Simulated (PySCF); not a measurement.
# The bond of LiI−, level by level

The task here is to estimate one member of a computed series from the others.

Method: Li def2-SVPD, I def2-SVPD with ECP28, scalar-relativistic core potentials; program: PySCF 2.14.0.

2 further runs of the same task are left out: 1 that didn't finish, 1 set aside as unsound or not needed.

Set-up of the first run:

A driver script around PySCF takes these settings:

```yaml
atoms: Li, I
charge: -1
basis: Li def2-SVPD, I def2-SVPD with ECP28
Hamiltonian: scalar-relativistic core potentials
basis_functions: 47
electrons_treated: 29
masses_in_u: 7.0160, 126.9045
levels: PBE0, PBE, r²SCAN, revPBE, M06-2X, PW91, HF, MP2, SCS-MP2, CCSD, CCSD(T)
grid: 80 radial by 434 angular points
occupations: held fixed by the projection of orbital angular momentum
dissociation_limit: Li + I−, each in its ground configuration
starting_distance_in_angstrom: 2.695
values_of_2S_to_try: 1, 3
```

Started as:

```
> OMP_NUM_THREADS=1 python dia.py task.json out
```

Steps of the session up to this table: Set-up; First curve: PBE0; PBE; r²SCAN; revPBE (GGA); M06-2X (hybrid meta-GGA); PW91 (GGA); UHF (mean field); Adding correlation.

One table of the session follows, with a row left open; its other results are not shown here.

It belongs to the step «The curves together». Energy (eV) from each level's lowest point:

```
R (Å)    UHF  UHF-MP2  UHF-SCS-MP2  UHF-CCSD  UHF-CCSD(T)
2.210  0.404    0.386        0.392       n/a          n/a
2.313  0.194    0.184        0.188     0.183        0.184
2.416  0.073    0.068        0.071     0.067        0.068
2.493  0.025    0.022        0.024     0.021        0.022
2.570      ?        ?            ?         ?            ?
2.647  0.000    0.000        0.000     0.000        0.000
2.750  0.019    0.020        0.019     0.020        0.020
2.878  0.067    0.068        0.066     0.069        0.068
3.033  0.144    0.146        0.142     0.147        0.146
```

Q: Estimate the row for R (Å) = 2.570 from the others.

Worked estimate for «UHF». A straight line through the neighbours (2.493, 0.025) and (2.647, 0.000) gives 0.025 + (0.000 − 0.025) × (2.570 − 2.493) / (2.647 − 2.493) = 0.013; a parabola fitted to 4 rows on both sides gives 0.003.

The run gave: UHF: 0.002; UHF-MP2: 0.001; UHF-SCS-MP2: 0.002; UHF-CCSD: 0.001; UHF-CCSD(T): 0.001. In «UHF» the line misses by +0.011 and the parabola by +0.001.

To keep in mind: At some levels the lowest empty orbital lies below the highest filled one (the two can be of opposite spin).
